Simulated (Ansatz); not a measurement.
# Co2CuS4 (Carrollite): the cost of one run

Computed with Ansatz 0.2.0, driven from Python. Level of theory: DFT LDA+U, plane waves, PAW.

## Step 1: The structure

Symmetry: Fd-3m, No. 227, cubic system. The conventional cell has a = 9.464 Å, b = 9.464 Å, c = 9.464 Å, α = 90.00°, β = 90.00°, γ = 90.00°. Co (site symmetry -3m) is surrounded by 6 S at 2.30 Å. Cu (site symmetry -43m) is surrounded by 4 S at 2.16 Å. S (site symmetry 3m) is surrounded by 1 Cu at 2.16 Å and 3 Co at 2.30 Å.

No structure file is read: the coordinates are typed or built in the script.

## Step 2: Script

Contents of co2cus4.py:

```python
import ansatz as az
from ase import Atoms
from ase.data import atomic_numbers
from ase.neighborlist import neighbor_list
import numpy as np
import spglib

atoms = Atoms(
    ['Co', 'Co', 'Co', 'Co', 'Cu', 'Cu', 'S', 'S', 'S', 'S', 'S', 'S', 'S', 'S'],
    scaled_positions=[
        (0.125, 0.125, 0.125),
        (0.625, 0.125, 0.125),
        (0.125, 0.125, 0.625),
        (0.125, 0.625, 0.125),
        (0.75, 0.75, 0.75),
        (0.5, 0.5, 0.5),
        (0.882, 0.882, 0.882),
        (0.896, 0.368, 0.368),
        (0.882, 0.882, 0.354),
        (0.368, 0.896, 0.368),
        (0.354, 0.882, 0.882),
        (0.368, 0.368, 0.368),
        (0.882, 0.354, 0.882),
        (0.368, 0.368, 0.896),
    ],
    cell=[
        (0.0, 4.732, 4.732),
        (4.732, 0.0, 4.732),
        (4.732, 4.732, 0.0),
    ],
    pbc=True,
)
atoms.set_initial_magnetic_moments([3.2, -3.2, 3.2, -3.2, 0.0, 0.0, 0.0, 0.0, 0.0, 0.0, 0.0, 0.0, 0.0, 0.0])
atoms.rattle(stdev=0.025, seed=69)
cell = az.Crystal.from_ase(atoms)

model = (
    cell.calculation()
    .functional('lda')
    .kpoints(4)
    .occupations('fermi_dirac')
    .spin('collinear')
    .hubbard('Co', 'd', u_eff=3.5)
    .relax()
)
steps = []


def follow(event):
    if event['event'] != 'relax_step':
        return
    row = event['data']
    steps.append(row)
    print(f'step {row["step"]:3d}  E = {row["lagrangian_ev"]:.5f} eV  largest force component = {row["allowed_force_max_ev_ang"]:.4f} eV/A')


out = model.session().plan(threads=1).execute(on_event=follow)
r = out.report

first, last = steps[0], steps[-1]
symbols = [site.symbol for site in out.lattice.sites]
print(f'energy gained {first["lagrangian_ev"] - last["lagrangian_ev"]:.4f} eV in {len(steps) - 1} steps')

fractions = [site.position_frac for site in out.lattice.sites]
numbers = [atomic_numbers[s] for s in symbols]
for tolerance in (1e-3, 1e-2, 1e-1):
    print(f'space group at {tolerance} A:', spglib.get_spacegroup((out.lattice.cell_ang, fractions, numbers), symprec=tolerance))

final = Atoms(symbols, positions=last['positions_ang'], cell=out.lattice.cell_ang, pbc=True)
i, j, d = neighbor_list('ijd', final, 4.5)
print('neighbours within 1.1 times the shortest distance of each atom (A)')
for atom in range(len(final)):
    near = [m for m in np.argsort(d) if i[m] == atom]
    shell = [m for m in near if d[m] < 1.1 * d[near[0]]]
    print(f'{symbols[atom]}{atom} ({len(shell)}):', ', '.join(f'{symbols[j[m]]} {d[m]:.3f}' for m in shell))

moved = np.linalg.norm(np.array(last['positions_ang']) - np.array(first['positions_ang']), axis=1)
print('displacement by atom (A):', ' '.join(f'{s}:{d:.3f}' for s, d in zip(symbols, moved)))

print('atom   start x y z (A)              end x y z (A)')
for symbol, a, b in zip(symbols, first['positions_ang'], last['positions_ang']):
    print(f'{symbol:3s}', ' '.join(f'{v:8.4f}' for v in a), '  ', ' '.join(f'{v:8.4f}' for v in b))

n_atoms = len(r['lattice']['sites'])
print('F =', round(r['free_energy_ev'], 4), 'eV for', n_atoms, 'atoms')
print('E(sigma -> 0) =', round(r['energy_sigma0_ev'], 4), 'eV, TS =', round(r['entropy_ts_ev'], 5), 'eV')
print('closed by', r['closed_by'], 'after', r['n_iterations'], 'iterations')

print('site moments (muB):', [round(m, 2) for m in r['site_moments_mub']])
print('electrons up, down:', [round(n, 3) for n in r['spin_occupation_sums']])

print('Hubbard energy {:.4f} eV'.format(r['components']['e_hubbard']))
print(sorted(r['hubbard']))
```

## Step 3: Launch

Command:

```sh
python co2cus4.py
```

**Question.** How long does this script take on 1 thread of Arm Neoverse V1, shared host, and how much memory does it need?

About 53 min, with a peak of 2 GiB.
